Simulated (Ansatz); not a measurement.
# CH4BClO: the cost of one run

Method: RKS PBE0-D4/def2-SVPD; program: Ansatz 0.2.0.

## 1. Where the work starts

SMILES `ClB1CO1`, 6 atoms, charge 0, spin multiplicity 1.

Atoms are counted from 1 here; the program's logs count them from 0.

Bond lengths: Cl1–B2 1.735 Å, B2–C3 1.518 Å, B2–O4 1.339 Å, C3–O4 1.545 Å, C3–H5 1.102 Å, C3–H6 1.102 Å. Angles: Cl1–B2–C3 157.4°, Cl1–B2–O4 137.5°, C3–B2–O4 65.1°, B2–C3–O4 51.8°, B2–C3–H5 122.5°, B2–C3–H6 122.5°, O4–C3–H5 112.0°, O4–C3–H6 112.0°, H5–C3–H6 114.6°, B2–O4–C3 63.0°.

As a file:

```mol
CH2BClO
  3D, bonds by distance, orders not assigned

  6  6  0  0  0  0  0  0  0  0999 V2000
   -0.7517   -2.2919    0.6434 Cl  0  0
   -0.3516   -0.6982    0.0870 B   0  0
    0.4142    0.6107    0.0187 C   0  0
   -0.8089    0.1751   -0.8193 O   0  0
    1.3155    0.7375   -0.6021 H   0  0
    0.1826    1.4668    0.6723 H   0  0
  1  2  8  0
  2  3  8  0
  2  4  8  0
  3  4  8  0
  3  5  8  0
  3  6  8  0
M  END
```

This geometry comes from a loose relaxation at PBE in a small basis, which is not shown.

## 4. Plan of the scan

The probe is moved over a plane parallel to the molecule's main plane, 3.02 Å above it (x and y are the axes of that plane, centred on the molecule).

- x of the probe's H atom: 19 values from −3.15 to 3.15 Å
- y of the probe's H atom: 17 values from −2.80 to 2.80 Å

Nothing else is relaxed (molecule and probe rigid, the probe upright with H nearest the plane). Energies count from molecule and probe far apart, each relaxed in its own basis (no counterpoise correction). Points are written as (first, second).

The probe H2 moves over a plane: parallel to the molecule's main plane, 3.02 Å above it. The molecule is turned into the frame of its main axes, as the inputs below show.

(The set-up runs are not shown.)

## 5. Point (−0.70 Å, 2.80 Å)

Input file input.yaml:

```yaml
crystal:
  periodic: [false, false, false]
  atoms:
    - { symbol: Cl, position_ang: [1.890105, -0.068358, 0.0] }
    - { symbol: B, position_ang: [0.164781, -0.081997, -1.0e-06] }
    - { symbol: C, position_ang: [-1.231988, -0.651297, 0.0] }
    - { symbol: O, position_ang: [-0.822898, 0.801652, 0.0] }
    - { symbol: H, position_ang: [-1.745444, -0.941319, 0.921076] }
    - { symbol: H, position_ang: [-1.745476, -0.941283, -0.92107] }
    - { symbol: H, position_ang: [-0.7, 2.8, 3.02] }
    - { symbol: H, position_ang: [-0.7, 2.8, 3.780398] }
basis:
  gaussian: { orbitals: def2-SVPD }
hamiltonian:
  xc: pbe0
  dispersion: d4
output:
  forces: true
```

Started as:

```
$ ansatz run input.yaml --threads 1 --pin off --max-ram 2560MiB --backend cpu --events-out ev --progress --plain --runs-dir out
```

Q: Estimate wall time and peak memory on 1 thread of Arm Neoverse N1, shared host.

About 7 s, with a peak of 0.21 GiB.
